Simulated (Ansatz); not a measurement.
# LiH4BrO2: field gradients as cell or settings change, part 1 of 2

More tests of how the quadrupolar parameters of LiH4BrO2 respond to changes of cell, atoms or settings. The cell is a COD entry. Its positions were relaxed in an earlier run. Planned: xy shear strain of +4 %; atom 3 (H) moved by 0.15 Å.

Method: DFT, PBE, plane-wave PAW, default files, scalar-relativistic, in Ansatz 0.2.0.

## 1. The system as given

It takes space group P-1 (No. 2, triclinic). Conventional cell: a = 5.300 Å, b = 6.397 Å, c = 6.406 Å, α = 63.69°, β = 82.04°, γ = 65.57°. Li (site symmetry 1) has 4 O at 2.04 to 2.17 Å as nearest neighbours. H (site symmetry 1) has 1 O at 0.99 Å as nearest neighbours. H (site symmetry 1) is surrounded by 1 O at 0.98 Å. Br (site symmetry 1) is surrounded by 4 H at 2.30 to 2.47 Å. O (site symmetry 1) has 2 H at 0.99 Å as nearest neighbours. Around O (site symmetry 1) lie 2 H at 0.98 to 0.99 Å.

Coordinates:

```
Li H Br O
1.0
     5.30010    0.00000    0.00000
     2.64598    5.82412    0.00000
     0.88667    2.71533    5.73390
Li H Br O
2 8 2 4
Direct
  0.30640 0.38535 0.48033
  0.69360 0.61465 0.51967
  0.03122 0.86180 0.27785
  0.96878 0.13820 0.72215
  0.79651 0.34662 0.28165
  0.20349 0.65338 0.71835
  0.58486 0.61532 0.13142
  0.41514 0.38468 0.86858
  0.92654 0.76563 0.13429
  0.07346 0.23437 0.86571
  0.24927 0.12358 0.22848
  0.75073 0.87642 0.77152
  0.98427 0.72131 0.29385
  0.01573 0.27869 0.70615
  0.61682 0.47803 0.29001
  0.38318 0.52197 0.70999
```

The earlier run gave: gap on the mesh 4.50 eV, largest force 0.007 eV/Å, pressure 1.0 GPa.

Like atoms gathered into sites:

| site | atoms | first shell | V_zz (10²¹ V/m²) | η | C_Q (MHz) |
| --- | --- | --- | --- | --- | --- |
| Li | 1, 2 | 6 H at 2.54–2.70 Å, 4 O at 2.04–2.17 Å, 2 Br at 2.91–3.02 Å; also 1 Li at 2.99 Å | -0.13 | 0.41 | 0.130 (⁷Li) |
| H3 | 3, 4 | 1 O at 0.99 Å; also 1 Br at 2.30 Å | 3.46 | 0.13 | 0.239 (²H) |
| H5 | 5, 6 | 1 O at 0.99 Å; also 1 Br at 2.30 Å | 3.40 | 0.12 | 0.235 (²H) |
| H7 | 7, 8 | 1 O at 0.98 Å | 3.70 | 0.11 | 0.256 (²H) |
| H9 | 9, 10 | 1 O at 0.99 Å; also 1 Br at 2.32 Å | 3.45 | 0.13 | 0.238 (²H) |
| Br | 11, 12 | 4 H at 2.30–2.47 Å; also 2 Li at 2.91–3.02 Å | 3.62 | 0.89 | 22.6 (⁸¹Br) |
| O13 | 13, 14 | 2 H at 0.99 Å, 2 Li at 2.05–2.08 Å | -13.73 | 0.77 | 8.49 (¹⁷O) |
| O15 | 15, 16 | 2 H at 0.98–0.99 Å, 2 Li at 2.04–2.17 Å | -13.94 | 0.76 | 8.62 (¹⁷O) |

V_zz is the principal component of the electric field gradient with the largest magnitude, η = (V_xx − V_yy)/V_zz and C_Q = eQV_zz/h. Q values from Pyykkö, Mol. Phys. 116, 1328 (2018).

## 2. Xy shear strain of +4 %

input.yaml

```yaml
crystal:
  lattice:
    - [5.3001, 0.106002, 0.0]
    - [2.7624624, 5.8770396, 0.0]
    - [0.9409766, 2.7330634, 5.7339]
  atoms:
    - { symbol: Li, position: [0.3064018713, 0.3853483894, 0.4803294589] }
    - { symbol: Li, position: [0.6935981287, 0.6146516106, 0.5196705411] }
    - { symbol: H, position: [1.0312238502, 0.8617992848, 0.2778502226] }
    - { symbol: H, position: [-0.0312238502, 0.1382007152, 0.7221497774] }
    - { symbol: H, position: [0.7965058181, 0.3466190687, 0.2816488497] }
    - { symbol: H, position: [0.2034941819, 0.6533809313, 0.7183511503] }
    - { symbol: H, position: [0.5848582313, 0.6153231198, 0.1314196163] }
    - { symbol: H, position: [0.4151417687, 0.3846768802, 0.8685803837] }
    - { symbol: H, position: [0.9265350745, 0.7656335212, 0.1342911759] }
    - { symbol: H, position: [0.0734649255, 0.2343664788, 0.8657088241] }
    - { symbol: Br, position: [0.2492718304, 0.1235761328, 0.2284765723] }
    - { symbol: Br, position: [0.7507281696, 0.8764238672, 0.7715234277] }
    - { symbol: O, position: [0.9842710272, 0.7213065247, 0.2938519734] }
    - { symbol: O, position: [0.0157289728, 0.2786934753, 0.7061480266] }
    - { symbol: O, position: [0.6168213517, 0.4780276124, 0.2900084671] }
    - { symbol: O, position: [0.3831786483, 0.5219723876, 0.7099915329] }
kpoints:
  mp_grid: { grid: [5, 4, 4] }
scf:
  occupations: { method: fermi_dirac, width: 0.02 }
hamiltonian:
  xc: pbe
  pseudopotentials: { kind: paw }
output:
  forces: true
  stress: true
  populations: true
  efg:
    quadrupole_moments_barn: { Li: -0.0401, H: 0.00285783, Br: 0.2579, O: -0.02558 }
    contact_densities: true
```

Launch:

```bash
> ansatz run input.yaml --threads 1 --pin off --max-ram 2560MiB --backend cpu --events-out ev --progress --plain --runs-dir out
```

Log:

```text
Warning: RAYON_NUM_THREADS=1 ignored (pool sized by the plan → 1); use --threads N
Engine: ansatz 0.2.0, aarch64-unknown-linux-gnu
Pseudopotentials: kind: paw
Pseudopotential: Li, paw, valence charge 3, recommended cutoff 420 eV (normal), Li.paw.azcp
Pseudopotential: H, paw, valence charge 1, recommended cutoff 420 eV (normal), H.paw.azcp
Pseudopotential: Br, paw, valence charge 7, recommended cutoff 420 eV (normal), Br.paw.azcp
Pseudopotential: O, paw, valence charge 6, recommended cutoff 420 eV (normal), O.paw.azcp
Functional definition: PBE
  parameter kappa = 0.804
  parameter beta = 0.06672455060314922
  exchange = pbe_x(kappa = kappa, mu = beta*pi^2/3)
  correlation = pbe_c(beta = beta)
Crystal: 16 atoms, lattice volume = 176.926 Å³
Basis set: ecut = 420 eV, 3457 PW (Γ), exchange–correlation on 72×90×90 points (8 copies of the dense FFT grid, shifted against one another)
Bands: 42, of which v1, the nominal top of the filled ones, is band 26 counted from 1 (25 counted from 0)
Symmetry: 2 space group operations
Space group: P-1 (ITA 2), of the structure as read, at distance tolerance 5.6e-5 Å
k-points: 42 of 80
Non-local potential: Li, projectors of the file, l = 0: 3, l = 1: 2, l = 2: 1
Non-local potential: H, projectors of the file, l = 0: 2, l = 1: 1
Non-local potential: Br, projectors of the file, l = 0: 2, l = 1: 2, l = 2: 2
Non-local potential: O, projectors of the file, l = 0: 2, l = 1: 2, l = 2: 1
PAW form: soft (Blöchl's): semilocal exchange-correlation on the pseudo side does not see the compensation charge
PAW one-centre angular grid: Li, 110 points (default); XC on 64 Gauss nodes
PAW one-centre angular grid: H, 110 points (default); XC on 64 Gauss nodes
PAW one-centre angular grid: Br, 110 points (default); XC on 64 Gauss nodes
PAW one-centre angular grid: O, 110 points (default); XC on 64 Gauss nodes
Initial density: superposition of atomic densities (neutral atoms: chi_scale 0, normalization atom), corrected by the library's trained network
Initial wavefunctions: pseudopotential atomic-orbital guess
Functional: x = pbe(κ = 0.804, μ = 0.2195149727645171), c = pbe(β = 0.06672455060314922)
SCF iter   1: F=—  HF=-8381.443948 eV  |F-HF|=—  |Δ(HF+E_count)|=         —  Δρ=1.03e-3  dr2=9.70e-4  ethr=1.77e-3  ⟨swp⟩=6.9  Hψ=9196  notcnv=0  defer=130
preconditioner: auto → Resta (q_TF=auto, 2.225 Å⁻¹)  ε∞=2.4  [insulator: Δε(μ)=4.440 eV  Ē_g=16.107 eV  σ=0.020 eV  W_gap=1.00  n_scr=36 (ndim 8)  ℏωp=19.3 eV  f_vac=0.054  D(μ)=0.00/eV (n_scr^D=0)  ε∞_Penn≈2.4]
SCF iter   2: F=—  HF=-8381.441606 eV  |F-HF|=—  |Δ(HF+E_count)|=   2.34e-3  Δρ=5.63e-4  dr2=2.71e-4  ethr=1.87e-6  ⟨swp⟩=3.0  Hψ=4014  notcnv=0  defer=444
SCF iter   3: F=—  HF=-8381.439778 eV  |F-HF|=—  |Δ(HF+E_count)|=   1.83e-3  Δρ=2.55e-4  dr2=8.86e-5  ethr=5.22e-7  ⟨swp⟩=2.0  Hψ=2518  notcnv=0  defer=444
SCF iter   4: F=—  HF=-8381.439796 eV  |F-HF|=—  |Δ(HF+E_count)|=   1.77e-5  Δρ=5.50e-5  dr2=5.63e-6  ethr=1.70e-7  ⟨swp⟩=2.0  Hψ=2123  notcnv=0  defer=444
SCF iter   5: F=—  HF=-8381.439796 eV  |F-HF|=—  |Δ(HF+E_count)|=   3.46e-7  Δρ=1.60e-5  dr2=4.82e-7  ethr=1.08e-8  ⟨swp⟩=2.0  Hψ=2241  notcnv=0  defer=444
SCF iter   6: F=-8381.439796 eV  HF=-8381.439796 eV  |F-HF|=2.34e-8  |Δ(HF+E_count)|=   5.49e-7  Δρ=6.49e-6  dr2=6.58e-8  ethr=1.92e-10  ⟨swp⟩=13.1  Hψ=11058  notcnv=0
SCF 1 converged in 6 iterations: F = -8381.439796 eV  dr2 = 6.58e-8
SCF converged after 6 iterations
Free energy (F): -8381.439796 eV
Harris-Foulkes:  -8381.439796 eV  (|F-HF|=2.34e-8)
Internal energy: -8381.439796 eV  (E = F + TS)
E sigma→0 (E₀):  -8381.439796 eV
Fermi energy:    2.649001 eV
--- Per-component energies (eV) ---
  E_band       = -473.085339
  E_kinetic    = 1124.365279
  E_local      = -3018.691601  (includes V_loc(G=0)·N_el)
  E_nonlocal   = 280.700556
  E_hartree    = 1021.578825
  E_xc         = -916.314199
  E_vxc        = -702.441160  (∫ρ·V_xc dr)
  E_paw        = -5174.757964  (= ΣΔE_a)
  E_vpaw       = -200.179143  (= ΣTr[D̂ρ^β])
  E_aug_tail   = 0.000653  (compensation charges beyond the density's cutoff)
  E_ewald      = -1698.321346
  E_smearing   = -0.000000  (= −TS)
  E_closure    = -0.000000  (closes the sum)
  Σ components = -8381.439796   (vs F -8381.439796, Δ=0.00e0)
--- Forces (eV/Å), atoms counted from 1 ---
  atom   1  Li     0.06377802    -0.01780837     0.01925308
  atom   2  Li    -0.06377802     0.01780837    -0.01925308
  atom   3  H     -0.48670637    -0.58134646     0.03044853
  atom   4  H      0.48670637     0.58134646    -0.03044853
  atom   5  H      0.50636998    -0.66584628    -0.01232406
  atom   6  H     -0.50636998     0.66584628     0.01232406
  atom   7  H     -0.02576108     0.01204860     0.05498476
  atom   8  H      0.02576108    -0.01204860    -0.05498476
  atom   9  H      0.05335523     0.06360940     0.06494374
  atom  10  H     -0.05335523    -0.06360940    -0.06494374
  atom  11  Br     0.00584503    -0.10621714    -0.01408847
  atom  12  Br    -0.00584503     0.10621714     0.01408847
  atom  13  O      0.42006237     0.55771296    -0.11700265
  atom  14  O     -0.42006237    -0.55771296     0.11700265
  atom  15  O     -0.49402231     0.70344241    -0.04591818
  atom  16  O      0.49402231    -0.70344241     0.04591818
  max |Σ_I F_I| component: 0.00e0 eV/Å
--- Stress (GPa, compression-positive) ---
        0.879246      -2.545784       0.109397
       -2.545784       1.525766       0.147878
        0.109397       0.147879       0.626782
  P = ⅓ Tr σ = 1.0106 GPa (10.106 kbar)
--- PAW observables at the nuclei: V_zz in 10²¹ V/m², potentials from the cell's mean, atoms counted from 1 ---
  atom   1  Li V_zz =    -0.132436   η = 0.6307   by run symmetry: allowed   C_q = +0.1284 MHz
            electrostatic potential = -164.809742 V   contact ρ = 94.398450 e/Å³
  atom   2  Li V_zz =    -0.132436   η = 0.6307   by run symmetry: allowed   C_q = +0.1284 MHz
            electrostatic potential = -164.809742 V   contact ρ = 94.398450 e/Å³
  atom   3  H  V_zz =    +2.995430   η = 0.1398   by run symmetry: allowed   C_q = +0.2070 MHz
            electrostatic potential = -33.906651 V   contact ρ = 2.787916 e/Å³
  atom   4  H  V_zz =    +2.995430   η = 0.1398   by run symmetry: allowed   C_q = +0.2070 MHz
            electrostatic potential = -33.906651 V   contact ρ = 2.787916 e/Å³
  atom   5  H  V_zz =    +3.918934   η = 0.1132   by run symmetry: allowed   C_q = +0.2708 MHz
            electrostatic potential = -34.188981 V   contact ρ = 2.991381 e/Å³
  atom   6  H  V_zz =    +3.918934   η = 0.1132   by run symmetry: allowed   C_q = +0.2708 MHz
            electrostatic potential = -34.188981 V   contact ρ = 2.991381 e/Å³
  atom   7  H  V_zz =    +3.678165   η = 0.1048   by run symmetry: allowed   C_q = +0.2542 MHz
            electrostatic potential = -34.001113 V   contact ρ = 2.932815 e/Å³
  atom   8  H  V_zz =    +3.678165   η = 0.1048   by run symmetry: allowed   C_q = +0.2542 MHz
            electrostatic potential = -34.001113 V   contact ρ = 2.932815 e/Å³
  atom   9  H  V_zz =    +3.387066   η = 0.1320   by run symmetry: allowed   C_q = +0.2341 MHz
            electrostatic potential = -34.012694 V   contact ρ = 2.873295 e/Å³
  atom  10  H  V_zz =    +3.387066   η = 0.1320   by run symmetry: allowed   C_q = +0.2341 MHz
            electrostatic potential = -34.012694 V   contact ρ = 2.873295 e/Å³
  atom  11  Br V_zz =    +4.216334   η = 0.9086   by run symmetry: allowed   C_q = +26.2930 MHz
            electrostatic potential = -4903.428908 V   contact ρ = 293237.678552 e/Å³
  atom  12  Br V_zz =    +4.216334   η = 0.9086   by run symmetry: allowed   C_q = +26.2930 MHz
            electrostatic potential = -4903.428908 V   contact ρ = 293237.678552 e/Å³
  atom  13  O  V_zz =   -14.120686   η = 0.7636   by run symmetry: allowed   C_q = +8.7339 MHz
            electrostatic potential = -615.641118 V   contact ρ = 2154.792625 e/Å³
  atom  14  O  V_zz =   -14.120686   η = 0.7636   by run symmetry: allowed   C_q = +8.7339 MHz
            electrostatic potential = -615.641118 V   contact ρ = 2154.792625 e/Å³
  atom  15  O  V_zz =   -13.611424   η = 0.7883   by run symmetry: allowed   C_q = +8.4190 MHz
            electrostatic potential = -615.714916 V   contact ρ = 2154.774596 e/Å³
  atom  16  O  V_zz =   -13.611424   η = 0.7883   by run symmetry: allowed   C_q = +8.4190 MHz
            electrostatic potential = -615.714916 V   contact ρ = 2154.774596 e/Å³
--- Band table (eV; the first three rows and the last of 42) ---
  k-point 0: bands = ["-42.6908", "-42.6812", "-19.2957", "-19.1450", "-18.9404", "-18.8887", "-12.1171", "-11.9706", "-7.0492", "-7.0362", "-6.7114", "-6.6127", "-4.5779", "-4.4553", "-3.6467", "-3.2846", "-1.9589", "-1.9576", "-1.5807", "-1.3219", "-0.3843", "-0.2069", "-0.1235", "-0.0279", "0.2354", "0.4189", "4.8679", "7.0939", "8.1805", "8.3680", "8.7629", "9.0698", "9.2502", "9.6187", "9.9988", "10.3495", "10.6471", "11.0798", "11.2667", "11.9183", "12.1670", "12.5248"]
  k-point 1: bands = ["-42.6908", "-42.6812", "-19.2806", "-19.1577", "-18.9340", "-18.8976", "-12.1107", "-11.9990", "-7.0220", "-6.9548", "-6.7283", "-6.6222", "-4.4873", "-4.4331", "-3.6256", "-3.4105", "-2.0566", "-1.8905", "-1.5126", "-1.3646", "-0.4266", "-0.2406", "-0.1767", "-0.0148", "0.1025", "0.3091", "5.4306", "7.1432", "8.0223", "8.2387", "8.7165", "9.0608", "9.4258", "9.7588", "10.1412", "10.2638", "10.5447", "10.7911", "11.6383", "11.9245", "12.0698", "12.6247"]
  k-point 2: bands = ["-42.6908", "-42.6812", "-19.2611", "-19.1748", "-18.9186", "-18.9156", "-12.1003", "-12.0310", "-6.9973", "-6.8538", "-6.7473", "-6.6467", "-4.4661", "-4.3067", "-3.6450", "-3.5168", "-2.1008", "-1.8917", "-1.4476", "-1.4031", "-0.5110", "-0.2937", "-0.2296", "-0.1060", "0.1036", "0.2645", "6.0277", "7.2336", "7.8272", "8.5894", "8.6194", "8.8752", "9.3230", "9.5142", "9.9012", "10.0652", "10.8065", "11.4040", "11.5919", "11.9302", "12.1997", "12.6759"]
  k-point 41: bands = ["-42.6880", "-42.6840", "-19.2202", "-19.1593", "-18.9872", "-18.9028", "-12.0915", "-12.0455", "-7.1093", "-6.8850", "-6.7259", "-6.5312", "-4.5404", "-4.4782", "-3.6171", "-3.3249", "-1.9877", "-1.8618", "-1.5980", "-1.5461", "-0.4564", "-0.2678", "-0.1814", "0.0428", "0.1621", "0.1960", "6.7554", "7.0315", "7.3203", "8.0549", "8.6443", "9.2611", "9.6246", "9.9114", "10.1464", "10.5802", "10.8246", "11.0627", "11.5681", "11.8256", "12.2180", "12.8734"]
--- Löwdin populations: 16 sites ---
  site symbol       q [e]
     0     Li      2.2895
     1     Li      2.2895
     2      H      0.6388
     3      H      0.6388
     4      H      0.6361
     5      H      0.6361
     6      H      0.6190
     7      H      0.6190
     8      H      0.6380
     9      H      0.6380
    10     Br      7.4983
    11     Br      7.4983
    12      O      6.7349
    13      O      6.7349
    14      O      6.7309
    15      O      6.7309
  spilling = 0.008247 (of n_electrons = 52.000000)
```

It took 37 s on 1 thread of Arm Neoverse N1, shared host; peak memory 0.54 GiB.

At the end: gap on the mesh 4.45 eV, largest force 0.861 eV/Å, pressure 1.0 GPa.

Against step 1 (V_zz in 10²¹ V/m²):

```csv
site,atoms,"V_zz, PBE relaxed","V_zz, changed cell","η, PBE relaxed","η, changed cell"
Li,"1, 2",-0.13,-0.13,0.41,0.63
H3,"3, 4",3.46,3.00,0.13,0.14
H5,"5, 6",3.40,3.92,0.12,0.11
H7,"7, 8",3.70,3.68,0.11,0.10
H9,"9, 10",3.45,3.39,0.13,0.13
Br,"11, 12",3.62,4.22,0.89,0.91
O13,"13, 14",-13.73,-14.12,0.77,0.76
O15,"15, 16",-13.94,-13.61,0.76,0.79
```

The sizes of the gradients above 0.15 moved by 2.8 % in the median, 16 % at the site that moves most (small gradients counted from 0.15; Br, 3.62 to 4.22).

Fractional positions are held here; bonds stretch or shrink with the cell.

(Continued in part 2 of 2.)
